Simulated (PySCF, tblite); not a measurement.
**C₇H₁₁BO₂: geometry, infrared bands and NMR shifts**

Aim: predict the infrared bands and NMR shifts of C₇H₁₁BO₂ (`CB(C)c1cc(O)c(C)o1`).

The runs use tblite 0.8.0 and PySCF 2.14.0, with density-fitted response routines of our own; the level of theory stands in each step. All values are computed, except where a source is named. Atoms are numbered from 0 throughout.

## Step 1: Starting geometry

21 atoms, charge 0, multiplicity 1; geometry from: force field or distance geometry start.

Bonds of the start (Å): C0–B1 1.60, B1–C2 1.57, B1–C3 1.57, C3–C4 1.37, C4–C5 1.37, C5–O6 1.40, C5–C7 1.38, C7–C8 1.49, C7–O9 1.32, O9–C3 1.33, C0–H10 1.11, C0–H11 1.12, C0–H12 1.12, C2–H13 1.11, C2–H14 1.12, C2–H15 1.10, C4–H16 1.09, O6–H17 1.00, C8–H18 1.11, C8–H19 1.10, C8–H20 1.11.

## Step 2: Optimising the geometry with GFN2-xTB

What the job is given:

```
{"job": {"kind": "relax", "xc": "GFN2-xTB", "basis": "xTB"}, "charge": 0, "multiplicity": 1}
C     -2.325500    -1.264200     1.105500
B     -1.781300    -0.097000     0.158300
C     -2.770100     0.894000    -0.561500
C     -0.229000     0.056500    -0.037300
C      0.405400     1.000300    -0.801400
C      1.744500     0.734000    -0.670000
O      2.799300     1.429700    -1.267400
C      1.867800    -0.342600     0.180200
C      3.135800    -0.997400     0.620000
O      0.657600    -0.737800     0.546800
H     -2.009900    -2.246700     0.709000
H     -3.446400    -1.240400     1.145600
H     -1.939600    -1.127500     2.143100
H     -3.827400     0.648400    -0.319100
H     -2.570800     1.945900    -0.238100
H     -2.642600     0.822000    -1.650700
H     -0.046200     1.789400    -1.397700
H      2.617600     2.209800    -1.873300
H      3.757500    -0.251700     1.165200
H      3.691000    -1.370300    -0.258800
H      2.903700    -1.837700     1.301300
```

Command:

```bash
$ OMP_NUM_THREADS=1 python probes_run.py task.json out
```

This one command runs all jobs of the session in turn.

**Question.** This job is followed by: GFN2-xTB harmonic vibrations, gas phase; GIAO PBE0/pcSseg-1 NMR shielding, non-relativistic, gas phase. What will the session give for the following? strongest single infrared mode (GFN2-xTB); zero-point energy (GFN2-xTB); 13C shifts against TMS (PBE0/pcSseg-1, means over atoms taken as alike); 1H shifts against TMS (PBE0/pcSseg-1, means over atoms taken as alike); 11B shifts against BF3·OEt2 (PBE0/pcSseg-1); 17O shifts against H2O (PBE0/pcSseg-1).

The runs gave:

| quantity | value |
| --- | --- |
| strongest single infrared mode (GFN2-xTB) | 1466 cm⁻¹, 403 km/mol |
| zero-point energy (GFN2-xTB) | 104.1 kcal/mol |
| 13C shifts against TMS (PBE0/pcSseg-1, means over atoms taken as alike) | 166.0, 150.7, 147.1, 123.9, 14.0, 9.9 ppm |
| 1H shifts against TMS (PBE0/pcSseg-1, means over atoms taken as alike) | 6.90, 3.58, 2.55, 1.04 ppm |
| 11B shifts against BF3·OEt2 (PBE0/pcSseg-1) | 64.1 ppm |
| 17O shifts against H2O (PBE0/pcSseg-1) | 309.8, 77.8 ppm |

**Reading.** The optimisation took 52 steps and gained 0.415 eV; among the close pairs (by a distance rule), O6–H17 changed most, from 1.004 to 0.963 Å. The lowest mode is imaginary (74i cm⁻¹), so the xTB geometry is not a minimum. The strongest single mode, at 1466 cm⁻¹, is spread over many atoms; the largest shares are those of C3, C4. Unscaled tight-binding wavenumbers are off by several per cent, some by more. Its intensities can rank the bands wrongly. At PBE0/pcSseg-1: The largest span, 331 ppm, is at O9, where the paramagnetic term is -376 ppm. NICS(1)zz of -23 ppm above the planar ring from C3 marks a diatropic (aromatic) ring current.
